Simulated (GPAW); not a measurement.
Runs of GPAW 26.7.0 on Ti3S2. The structure is trigonal, space group R32 (No. 155). The conventional cell has a = 5.426 Å, b = 5.426 Å, c = 9.713 Å, α = 90.00°, β = 90.00°, γ = 120.00°. Ti (site symmetry 2) is surrounded by 4 S at 2.42 to 2.44 Å. S (site symmetry 3) is surrounded by 6 Ti at 2.42 to 2.44 Å. The cell comes from a database or a generator and needn't be the stable form of this composition.

```csv
task,level,potentials or basis,U,cell,k mesh,cutoff (eV),maxiter,optimizer,fmax,max steps,convergence,gap on the mesh (eV),pressure (GPa),largest force (eV/Å)
relaxation of cell and atoms,PBEsol+D3,"PAW data sets generated in the run's folder for this functional, pw",-,relaxed,5 × 5 × 5,600,150,BFGS,0.02 eV/Å,60,density=1e-05 forces=0.0001,none,-0.1,0.02
band structure,LDA,"the program's PAW data sets (release 1.2.1) made for this functional, pw",-,as given,5 × 5 × 5,600,150,-,-,-,-,-,(b),0.09
single point,PBE,"GPAW PAW data sets (gpaw-data 1.2.1), pw",-,as given,5 × 5 × 5,450,120,-,-,-,default,none,0.4,0.04
single point,TB-mBJ,"GPAW PAW data sets for LDA (gpaw-data 1.2.1), pw",-,as given,6 × 6 × 6,600,150,-,-,-,-,none,-,-
band structure,PBEsol+U,"PAW data sets generated in the run's folder for this functional, pw",Ti d U = 3 eV,as given,6 × 6 × 6,600,150,-,-,-,-,-,(a),0.03
```

Alike in all rows: no spin polarisation; smearing fermi-dirac 0.05 eV.

Task: Estimate the missing entries.

Result: (a) -1.6; (b) -7.8.

Caveats: later steps reuse the first step's grids (some runs); pairwise dispersion overbinds metals, which lowers pressure and volume (some runs); the cutoff is short for stress and forces, so pressures can be off by a GPa or more (some runs); a model potential gives levels but no total energy (some runs); the PAW data sets were made with another functional, which shifts forces and pressure a little (some runs); U without spin polarisation on a metal has little footing (some runs).

A k mesh can miss the band edges.

A gap of «none» marks a metal or a gap under the smearing width.

Not every run made on this cell is shown here.
